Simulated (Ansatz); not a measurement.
**GeHBr+ (doublet): wave-function methods side by side, cc-pVDZ**

How much of the correlation energy of GeHBr+ (doublet) does each wave-function method recover here?

Computed with Ansatz 0.2.0, Gaussian basis. Level: cc-pVDZ, core rule «outside noble gas», up to 28 orbitals frozen.

The runs, in order: UHF; CCSD(T) on ROHF; CCSD(T) on UHF; BCCD(T) on ROHF; CISD; CCSDT(Q) on ROHF; CCSDT(Q) on UHF; CCSDTQ on ROHF; CCSDTQ on UHF; CASSCF and MRCISD+Q, 11 electrons in 9 orbitals; CASSCF and NEVPT2, 11 electrons in 9 orbitals.

3 further runs of the same task are left out: 3 set aside as unsound or not needed.

### 1 The geometry

The geometry is a PBE0/def2-TZVP stationary point (not a proven minimum) of the parent state, kept for this charge and spin. No spin-orbit coupling is included. The filled d shell of Ge, Br may be among the frozen orbitals whatever the setting's name suggests; the logs give the count.

3 atoms, charge 1, spin multiplicity 2.

Atoms are counted from 1 here; the program's logs count them from 0.

Bond lengths: Ge1–Br2 2.339 Å, Ge1–H3 1.598 Å. Angles: Br2–Ge1–H3 93.3°.

### 2 UHF

Contents of in.yaml:

```yaml
crystal:
  periodic: [false, false, false]
  atoms:
    - {symbol: Ge, position_ang: [0.000000, -0.038171, 1.216039]}
    - {symbol: Br, position_ang: [0.000000, 0.015084, -1.122445]}
    - {symbol: H, position_ang: [0.000000, 1.555115, 1.344104]}
basis:
  gaussian: {orbitals: cc-pVDZ}
total_charge: 1
magnetization: {spin_polarized: true, initial_magnetization: 1}
hamiltonian: {xc: hf}
output: {orbitals: {seedname: orbitals}}
```

Command:

```bash
$ ansatz run in.yaml --threads 1 --pin off --events-out ev --progress --plain --max-ram 4096MiB --backend cpu
```

The runs that follow: CCSD(T) on ROHF; CCSD(T) on UHF; BCCD(T) on ROHF; CISD; CCSDT(Q) on ROHF; CCSDT(Q) on UHF; CCSDTQ on ROHF; CCSDTQ on UHF; CASSCF and MRCISD+Q, 11 electrons in 9 orbitals; CASSCF and NEVPT2, 11 electrons in 9 orbitals.

**Question.** What will the summary of the whole plan be? Wanted: UCCSDTQ from the RHF energy; RMP2 from UCCSDTQ; UMP2 from UCCSDTQ; RCCSD from UCCSDTQ; RCCSD(T) from UCCSDTQ; UCCSD(T) from UCCSDTQ; RCCSDT(Q) from UCCSDTQ; UCCSDT(Q) from UCCSDTQ; NEVPT2 valence from UCCSDTQ.

The runs gave:

| quantity | value |
| --- | --- |
| UCCSDTQ from the ROHF energy | -5.9118 eV |
| RMP2 from UCCSDTQ | +23.64 kcal/mol |
| UMP2 from UCCSDTQ | +23.12 kcal/mol |
| RCCSD from UCCSDTQ | +6.33 kcal/mol |
| RCCSD(T) from UCCSDTQ | +1.28 kcal/mol |
| UCCSD(T) from UCCSDTQ | +1.30 kcal/mol |
| RCCSDT(Q) from UCCSDTQ | +0.10 kcal/mol |
| UCCSDT(Q) from UCCSDTQ | -0.18 kcal/mol |
| NEVPT2 valence from UCCSDTQ | +21.46 kcal/mol |
| MRCISD+Q valence from UCCSDTQ | +0.75 kcal/mol |
| levels within 1 kcal/mol (43 meV) | RCCSDT, UCCSDT, RCCSDT(Q), UCCSDT(Q), RCCSDTQ, MRCISD+Q valence |
| T1 diagnostic | 0.058 |
| effectively unpaired electrons | 1.04 |

In words: RCCSD(T) misses by +1.28 kcal/mol, 0.9 % of the correlation energy. The occupations are near whole numbers, but T1 = 0.058 shows that the orbitals relax strongly. Of the multireference levels listed MRCISD+Q valence comes nearest in total energy (+0.75 kcal/mol), which doesn't show that its space is the better one. These misses are within one basis, not against nature; the frozen cores of restricted and unrestricted runs differ, which can shift their rows.

With open shells the CI space here admits some triples and quadruples, so it is larger than plain CISD.
